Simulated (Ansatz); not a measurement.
Working through a single point from an input typed as a dict of WS2, space group P-3m1

Program: Ansatz's Python interface.

At the Python prompt:
```pycon
>>> import json
>>> import ansatz
>>> import pandas as pd
>>> inputs = {
...     "crystal": {
...         "lattice": [[3.183209, 0.0, 0.0], [-1.591604, 2.756739, 0.0], [0.0, 0.0, 23.668763]],
...         "atoms": [
...             {"symbol": "W", "position": [0.333333, 0.666667, 0.637318]},
...             {"symbol": "W", "position": [0.666667, 0.333333, 0.362682]},
...             {"symbol": "S", "position": [0.333333, 0.666667, 0.296816]},
...             {"symbol": "S", "position": [0.666667, 0.333333, 0.571442]},
...             {"symbol": "S", "position": [0.333333, 0.666667, 0.428558]},
...             {"symbol": "S", "position": [0.666667, 0.333333, 0.703184]},
...         ],
...     },
...     "kpoints": {"mp_grid": {"kspacing": 0.3}},
...     "hamiltonian": {"xc": "r2scan"},
...     "scf": {"occupations": {"method": "gaussian", "width": 0.05}},
...     "basis": {"ecutwfc": 500},
...     "output": {"forces": True, "stress": True},
... }
>>> outcome = ansatz.Session.from_dict(inputs).plan(threads=1).execute()
DeckWarning: the atoms were moved onto the symmetric positions of the space group found under crystal.symmetry.tolerance 1.0e-5 (fractional; no operation is sought that the atoms, as they stand in a round, miss by more than twice it, and no atom is moved by as much as it), and the run uses the moved positions. Before a round's move an operation carried an atom to 3.18e-6 Å from where it should [...]
>>> r = outcome.report
>>> r["free_energy_ev"]
-24423.26656596324
>>> [(site.symbol, site.position_frac.round(4).tolist()) for site in outcome.lattice.sites]
[(<Element.W: 'W'>, [0.3333, 0.6667, 0.6373]), (<Element.W: 'W'>, [0.6667, 0.3333, 0.3627]), (<Element.S: 'S'>, [0.3333, 0.6667, 0.2968]), (<Element.S: 'S'>, [0.6667, 0.3333, 0.5714]), (<Element.S: 'S'>, [0.3333, 0.6667, 0.4286]), (<Element.S: 'S'>, [0.6667, 0.3333, 0.7032])]
>>> print(f"free energy      {r['free_energy_ev']:.5f} eV")
free energy      -24423.26657 eV
>>> print(f"per atom         {r['free_energy_ev'] / len(outcome.lattice.sites):.5f} eV")
per atom         -4070.54443 eV
>>> print(f"SCF iterations   {r['n_iterations']}  (converged: {r['converged']})")
SCF iterations   9  (converged: True)
>>> # forces in eV per angstrom
>>> table = pd.DataFrame(r["forces_ev_ang"], columns=["fx", "fy", "fz"])
>>> table.insert(0, "atom", [site["symbol"] for site in r["lattice"]["sites"]])
>>> table.round(4)
  atom   fx   fy      fz
0    W  0.0  0.0  0.0081
1    W -0.0 -0.0 -0.0081
2    S  0.0 -0.0  0.0115
3    S -0.0 -0.0  0.0088
4    S  0.0  0.0 -0.0088
5    S -0.0  0.0 -0.0115
>>> keep = ["free_energy_ev", "energy_sigma0_ev", "fermi_energy_ev", "n_iterations", "converged", "magnetization_mub", "n_kpoints"]
>>> with open("ws2.json", "w") as handle:
...     json.dump({key: r[key] for key in keep}, handle, indent=1)
...
>>> used = r["setup"]
>>> print("cutoffs (eV):", used["ecut_ev"], used["ecutrho_ev"], " FFT grid:", used["fft_dense"])
cutoffs (eV): 500.0 2000.0  FFT grid: [24, 24, 180]
>>> print("cell volume {:.3f} A^3, {} symmetry operations".format(used["cell_volume_ang3"], used["n_sym_ops"]))
cell volume 207.700 A^3, 12 symmetry operations
```

It writes `ws2.json`:
```json
{
 "free_energy_ev": -24423.26656596324,
 "energy_sigma0_ev": -24423.26656596324,
 "fermi_energy_ev": 3.9688656486857683,
 "n_iterations": 9,
 "converged": true,
 "magnetization_mub": 0.0,
 "n_kpoints": 10
}
```

Caveats:
- Total energies depend on the potentials; only differences at equal settings carry meaning.
- Spin is left out of this run.
- The cell holds layers, chains or clusters in vacuum, no bulk phase.
- Spin-orbit coupling, which matters for elements this heavy, is left out.
- The structure comes from a database of computed cells and needn't be a stable or known phase.
- Warnings are shown shortened and without file and line.
- Run time: 9.6 s on 1 thread of AMD EPYC 7B13 (Zen 3), with other jobs on the host, peak memory 0.98 GiB.

(Lines on the test bed's own set-up are left out of the output.)
